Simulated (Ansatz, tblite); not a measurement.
# Cd9Te9 wurtzite hole sphere (Cd₉Te₉H₂₄): rung by rung

One table from this session's results is given with a row withheld; the runs are named, their logs left out.

Computed with Ansatz 0.2.0, Gaussian basis. Level: as each input shows.

The runs, in order: GFN1-xTB, GFN2-xTB, PBE-D4/def2-TZVP, r2SCAN-D4/def2-TZVP, PBE-D4/def2-SVP, PBE0-D4/def2-SVP.

1 further run of the same task is left out (set aside as unsound or not needed).

**The relaxed structure**

The geometry is that of the singlet, from an earlier relaxation (r2SCAN-D4/def2-SVP).

42 atoms, charge 0, spin multiplicity 1.

Bond lengths: Cd1–H19 1.682 Å, Cd1–H20 1.682 Å, Te2–Cd5 3.140 Å, Te2–H21 1.668 Å, Te2–H22 1.668 Å, Te3–Cd4 2.893 Å, Te3–Cd11 2.893 Å, Te3–H23 1.666 Å, Cd4–Te6 3.159 Å, Cd4–Te7 2.893 Å, Cd4–H24 1.699 Å, Cd5–Te6 2.909 Å, Cd5–Te12 2.909 Å, Cd5–H25 1.691 Å, Te6–Cd9 2.909 Å, Te6–H26 1.666 Å, Te7–Cd14 2.893 Å, Te7–H27 1.666 Å and more. Angles: H19–Cd1–H20 172.5°, Cd5–Te2–H21 92.6°, Cd5–Te2–H22 92.6°, H21–Te2–H22 90.3°, Cd4–Te3–Cd11 125.8°, Cd4–Te3–H23 94.6°, Cd11–Te3–H23 94.7°, Te3–Cd4–Te6 93.7°, Te3–Cd4–Te7 108.5°, Te3–Cd4–H24 123.2°, Te6–Cd4–Te7 93.7°, Te6–Cd4–H24 104.2°, Te7–Cd4–H24 123.2°, Te2–Cd5–Te6 94.2°, Te2–Cd5–Te12 94.3°, Te2–Cd5–H25 108.3°, Te6–Cd5–Te12 91.4°, Te6–Cd5–H25 129.5° and more.

Cd, Te take a core potential in the def2 sets. No spin-orbit coupling is included.

PBE0-D4/def2-TZVP was run before; its log isn't repeated, and its numbers join the tables.

The first run:

Tight binding, by tblite at 300 K electronic temperature and without a spin-polarisation term:

```python
tblite.interface.Calculator('GFN1-xTB', numbers, positions, charge=0, uhf=0).singlepoint()
```

Tight binding, by tblite at 300 K electronic temperature and without a spin-polarisation term:

```python
tblite.interface.Calculator('GFN2-xTB', numbers, positions, charge=0, uhf=0).singlepoint()
```

start.molden holds the orbitals of an earlier run on this state, given as this run's starting guess.

The input, in.yaml:

```yaml
crystal:
  periodic: [false, false, false]
  atoms:
    - {symbol: Cd, position_ang: [0.001053, -6.133477, -2.330753]}
    - {symbol: Te, position_ang: [-0.002919, -5.099968, 1.102225]}
    - {symbol: Te, position_ang: [0.000209, -2.713550, -2.116548]}
    - {symbol: Cd, position_ang: [-2.575615, -1.488188, -1.631754]}
    - {symbol: Cd, position_ang: [-0.000788, -2.577255, 2.971160]}
    - {symbol: Te, position_ang: [-2.081816, -1.200612, 1.475022]}
    - {symbol: Te, position_ang: [-2.348423, 1.354793, -2.118663]}
    - {symbol: Cd, position_ang: [-5.308730, 3.064684, -2.337351]}
    - {symbol: Cd, position_ang: [-2.233130, 1.291063, 2.969240]}
    - {symbol: Te, position_ang: [-4.414201, 2.554758, 1.097507]}
    - {symbol: Cd, position_ang: [2.575501, -1.487094, -1.632143]}
    - {symbol: Te, position_ang: [2.081100, -1.201913, 1.474769]}
    - {symbol: Te, position_ang: [2.347621, 1.356044, -2.118816]}
    - {symbol: Cd, position_ang: [-0.000742, 2.974449, -1.632393]}
    - {symbol: Cd, position_ang: [2.234763, 1.289705, 2.968832]}
    - {symbol: Te, position_ang: [0.001028, 2.403998, 1.474445]}
    - {symbol: Cd, position_ang: [5.309607, 3.063182, -2.337851]}
    - {symbol: Te, position_ang: [4.418805, 2.547885, 1.096828]}
    - {symbol: H, position_ang: [-1.676916, -6.242459, -2.350841]}
    - {symbol: H, position_ang: [1.679080, -6.242368, -2.346115]}
    - {symbol: H, position_ang: [-1.190072, -5.856197, 1.996466]}
    - {symbol: H, position_ang: [1.173459, -5.864448, 2.003711]}
    - {symbol: H, position_ang: [-0.000557, -2.387549, -3.750620]}
    - {symbol: H, position_ang: [-4.044079, -2.335583, -1.743175]}
    - {symbol: H, position_ang: [-0.000506, -3.106651, 4.577484]}
    - {symbol: H, position_ang: [-3.390740, -1.955939, 2.176397]}
    - {symbol: H, position_ang: [-2.062829, 1.190704, -3.752064]}
    - {symbol: H, position_ang: [-6.243156, 1.666559, -2.348070]}
    - {symbol: H, position_ang: [-4.563354, 4.571859, -2.362178]}
    - {symbol: H, position_ang: [-2.692855, 1.556907, 4.575033]}
    - {symbol: H, position_ang: [-5.666416, 1.913892, 1.993130]}
    - {symbol: H, position_ang: [-4.479891, 3.958481, 1.995394]}
    - {symbol: H, position_ang: [4.044548, -2.333419, -1.744091]}
    - {symbol: H, position_ang: [3.389797, -1.958092, 2.175659]}
    - {symbol: H, position_ang: [2.062747, 1.191347, -3.752278]}
    - {symbol: H, position_ang: [-0.001768, 4.669870, -1.743850]}
    - {symbol: H, position_ang: [2.694925, 1.555798, 4.574455]}
    - {symbol: H, position_ang: [0.001438, 3.915246, 2.175791]}
    - {symbol: H, position_ang: [6.242086, 1.663978, -2.359320]}
    - {symbol: H, position_ang: [4.566070, 4.571485, -2.352059]}
    - {symbol: H, position_ang: [5.667975, 1.904948, 1.995247]}
    - {symbol: H, position_ang: [4.487708, 3.953108, 1.992101]}
basis:
  gaussian: {orbitals: def2-TZVP, fitting: {mean_field: def2-universal-jkfit}, initial_orbitals: start.molden}
hamiltonian: {xc: pbe, dispersion: d4}
scf: {omitted_lower_state_checks: [starts]}
output: {forces: true, orbitals: {seedname: orbitals}}
```

Command:

```bash
$ ansatz run in.yaml --threads 4 --pin off --events-out ev --progress --plain --max-ram 66560MiB --backend cuda --devices 0, --max-vram 37GiB
```

Steps of the session up to this table: PBE-D4/def2-TZVP; r2SCAN-D4/def2-TZVP; PBE-D4/def2-SVP; PBE0-D4/def2-SVP.

One table of the session follows, with a row left open; its other results are not shown here.

It belongs to the step «Binding energy». 

```
              level  binding an atom (eV)
    PBE-D4/def2-SVP                 1.801
   PBE-D4/def2-TZVP                 1.799
r2SCAN-D4/def2-TZVP                     ?
   PBE0-D4/def2-SVP                 1.792
  PBE0-D4/def2-TZVP                 1.794
```

Q: Estimate the row for r2SCAN-D4/def2-TZVP from the others.

As computed: binding an atom (eV): 1.817. In the column «binding an atom (eV)» it is the highest.

Limits of these values: Free atoms were run apart at each level; binding is atoms less cluster, divided by the number of atoms, without zero-point or spin-orbit terms.
